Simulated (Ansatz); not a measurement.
**SrTl: a sublattice displacement scan**

Aim: for SrTl, map the energy as every Sr atom is pushed off its site.

Program: Ansatz 0.2.0. Level of theory: DFT PBEsol, scalar-relativistic, plane waves, PAW. These are calculated values, not measurements.

## Step 1: The starting structure

The structure is cubic, space group Pm-3m (No. 221). Conventional cell: a = 4.032 Å, b = 4.032 Å, c = 4.032 Å, α = 90.00°, β = 90.00°, γ = 90.00°. Sr (site symmetry m-3m) is surrounded by 8 Tl at 3.49 Å. Tl (site symmetry m-3m) has 8 Sr at 3.49 Å in its first shell of neighbours.

Structure file:

```xyz
2
Lattice="4.0320 0.0000 0.0000 0.0000 4.0320 0.0000 0.0000 0.0000 4.0320" Properties=species:S:1:pos:R:3 pbc="T T T"
Sr    0.0000    0.0000    0.0000
Tl    2.0160    2.0160    2.0160
```

The cell is taken as given, not relaxed at this level.

## Step 2: The reference cell

Reference values: F = -14788.8399 eV; pressure -0.32 GPa; largest force 0.000 eV/Å; gap on the mesh none (metal). It was computed beforehand with the settings of the runs below.

## Step 3: Setting up a sublattice displacement scan

Every Sr atom is moved by x along the Cartesian unit vector (-1.000, 0.000, 0.000); the cell and all other atoms stay fixed. Forces below are components along that vector, summed over the moved atoms.

## Step 4: x = -0.500 Å

Contents of input.yaml:

```yaml
crystal:
  lattice:
    - [4.032, 0.0, 0.0]
    - [0.0, 4.032, 0.0]
    - [0.0, 0.0, 4.032]
  atoms:
    - { symbol: Sr, position: [0.1240079365, 0.0, 0.0] }
    - { symbol: Tl, position: [0.5, 0.5, 0.5] }
basis:
  ecutwfc: 420
kpoints:
  mp_grid: { grid: [12, 12, 12] }
hamiltonian:
  xc: pbesol
scf:
  occupations: { method: gaussian, width: 0.15 }
output:
  forces: true
  stress: true
  eigenvalues: true
  write_density: true
  write_potential: true
  elf: true
  volumetric_format: npy
```

Run with:

```bash
> ansatz run input.yaml --threads 1 --pin off --max-ram 2560MiB --backend cpu --events-out ev --progress --plain --runs-dir out
```

## Step 5: x = 0.375 Å

input.yaml: that of step 4 with these lines changed.

```diff
@@ -6,3 +6,3 @@
   atoms:
-    - { symbol: Sr, position: [0.1240079365, 0.0, 0.0] }
+    - { symbol: Sr, position: [-0.0930059524, 0.0, 0.0] }
     - { symbol: Tl, position: [0.5, 0.5, 0.5] }
@@ -20,5 +20 @@
   eigenvalues: true
-  write_density: true
-  write_potential: true
-  elf: true
-  volumetric_format: npy
```

## Step 6: x = -0.250 Å

input.yaml: that of step 5 with these lines changed.

```diff
@@ -6,3 +6,3 @@
   atoms:
-    - { symbol: Sr, position: [-0.0930059524, 0.0, 0.0] }
+    - { symbol: Sr, position: [0.0620039683, 0.0, 0.0] }
     - { symbol: Tl, position: [0.5, 0.5, 0.5] }
```

## Step 7: Point x = 0.125 Å

input.yaml: that of step 6 with these lines changed.

```diff
@@ -6,3 +6,3 @@
   atoms:
-    - { symbol: Sr, position: [0.0620039683, 0.0, 0.0] }
+    - { symbol: Sr, position: [-0.0310019841, 0.0, 0.0] }
     - { symbol: Tl, position: [0.5, 0.5, 0.5] }
```

## Step 8: Point x = 0.438 Å

input.yaml: that of step 7 with these lines changed.

```diff
@@ -6,3 +6,3 @@
   atoms:
-    - { symbol: Sr, position: [-0.0310019841, 0.0, 0.0] }
+    - { symbol: Sr, position: [-0.1085069444, 0.0, 0.0] }
     - { symbol: Tl, position: [0.5, 0.5, 0.5] }
```

## Step 9: At x = 0.312 Å

input.yaml: that of step 8 with these lines changed.

```diff
@@ -6,3 +6,3 @@
   atoms:
-    - { symbol: Sr, position: [-0.1085069444, 0.0, 0.0] }
+    - { symbol: Sr, position: [-0.0775049603, 0.0, 0.0] }
     - { symbol: Tl, position: [0.5, 0.5, 0.5] }
```

## Step 10: Point x = 0.188 Å

input.yaml: that of step 9 with these lines changed.

```diff
@@ -6,3 +6,3 @@
   atoms:
-    - { symbol: Sr, position: [-0.0775049603, 0.0, 0.0] }
+    - { symbol: Sr, position: [-0.0465029762, 0.0, 0.0] }
     - { symbol: Tl, position: [0.5, 0.5, 0.5] }
```

## Step 11: Point x = 0.062 Å

input.yaml: that of step 10 with these lines changed.

```diff
@@ -6,3 +6,3 @@
   atoms:
-    - { symbol: Sr, position: [-0.0465029762, 0.0, 0.0] }
+    - { symbol: Sr, position: [-0.0155009921, 0.0, 0.0] }
     - { symbol: Tl, position: [0.5, 0.5, 0.5] }
```

(Steps that only read results are left out.)

Before running it: what results should come out?

As calculated:

```
                                                        quantity       value
force constant along x, from the points at -0.250, 0 and 0.062 Å  1.91 eV/Å²
```

Near the site the force constant is 1.91 eV/Å². The step of 0.25 Å is wide, so anharmonic terms mix in. No sampled point lies below the undisturbed cell. The runs treat Tl without spin-orbit coupling.
